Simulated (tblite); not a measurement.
# C5H7F3OSi: the cost of one run

Programs: tblite 0.8.0 and PySCF 2.14.0, with density-fitted response routines of our own. Each step states its level of theory. These are calculated values for one molecule in the gas phase, unless marked as measured. Atoms are numbered from 0 throughout.

## 1. The starting structure

17 atoms, charge 0, multiplicity 1; geometry from: force field or distance geometry start.

Bonds of the start (Å): O0–C1 1.21, C1–C2 1.49, C2–Si3 1.84, C2–C4 1.36, C4–C5 1.52, C5–C6 1.52, C6–F7 1.35, C6–F8 1.36, C6–F9 1.35, C1–H10 1.11, Si3–H11 1.49, Si3–H12 1.50, Si3–H13 1.48, C4–H14 1.09, C5–H15 1.10, C5–H16 1.09.

## 2. Optimising the geometry with GFN2-xTB

What the job is given:

```
{"job": {"kind": "relax", "xc": "GFN2-xTB", "basis": "xTB"}, "charge": 0, "multiplicity": 1}
O     -0.062400     1.847700     1.448600
C      0.946400     1.255200     1.132100
C      1.007600     0.144200     0.139500
Si     2.628700    -0.726000     0.079000
C     -0.045900    -0.195700    -0.642800
C     -1.422100     0.441100    -0.743300
C     -2.520900    -0.385900    -0.106500
F     -2.610200    -1.596500    -0.696200
F     -2.310200    -0.601100     1.215200
F     -3.725400     0.218800    -0.238200
H      1.907900     1.509600     1.619700
H      2.619600    -1.775000    -0.972600
H      2.890900    -1.365200     1.411800
H      3.710500     0.246900    -0.196000
H      0.068200    -1.027000    -1.335400
H     -1.441800     1.455400    -0.321600
H     -1.648100     0.565700    -1.803300
```

Command:

```bash
$ OMP_NUM_THREADS=1 python probes_run.py task.json out
```

One launch serves the whole session: the jobs run in the order shown.

Q: Estimate the wall time and peak memory of this first job on 1 thread of Arm Neoverse N1, shared host.

About 1.4 s, with a peak of 0.18 GiB.
